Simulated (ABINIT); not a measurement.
Input of an ABINIT 10.8.3 (patched build) run:

The input run.abi:

```
# Datasets: one volume each
ndtset 7
getwfk -1
scalecart1 3*0.9795861087
scalecart2 3*0.9864848297
scalecart3 3*0.9932883884
scalecart4 3*1.0000000000
scalecart5 3*1.0066227096
scalecart6 3*1.0131594038
scalecart7 3*1.0196128224

# Pseudopotentials
pp_dirpath "./"
pseudos "Cu.GGA_PBE-JTH.xml"

# Structure
acell 3.9322915209 3.9322915209 3.9322915209 Angstrom
rprim
     0.0000000000     0.7071067812     0.7071067812
     0.7071067812     0.0000000000     0.7071067812
     0.7071067812     0.7071067812     0.0000000000
ntypat 1
znucl 29
natom 3
typat 1 1 1
xred
     0.2500000000     0.2500000000     0.2500000000
     0.7500000000     0.7500000000     0.7500000000
     0.5000000000     0.5000000000     0.5000000000

# Plane-wave basis
ecut 26.0
pawecutdg 48.0
pawxcdev 0

# k points
kptopt 1
ngkpt 8 8 8
nshiftk 1
shiftk 0.0 0.0 0.0

# Exchange and correlation
ixc 11

# Bands and occupations
nband 35
occopt 3
tsmear 0.05 eV

# SCF cycle
nstep 100
tolvrs 1.0e-9

# Output
iomode 3
prtwf 1
prtden 0
prteig 0
prtebands 0
```

Potentials or basis: JTH PAW PBE v2.0.

Command:

```sh
$ abinit run.abi > log 2>&1
```

(1) Estimate the pressure derivative of the bulk modulus.

(2) What does it give for the equilibrium volume?

(3) What does it give for the bulk modulus?

## Answers

(1) 5.0.

(2) 14.34 Å³/atom.

(3) 100 GPa.

Caveat: pressures at fixed basis lie under the slope of the energies.
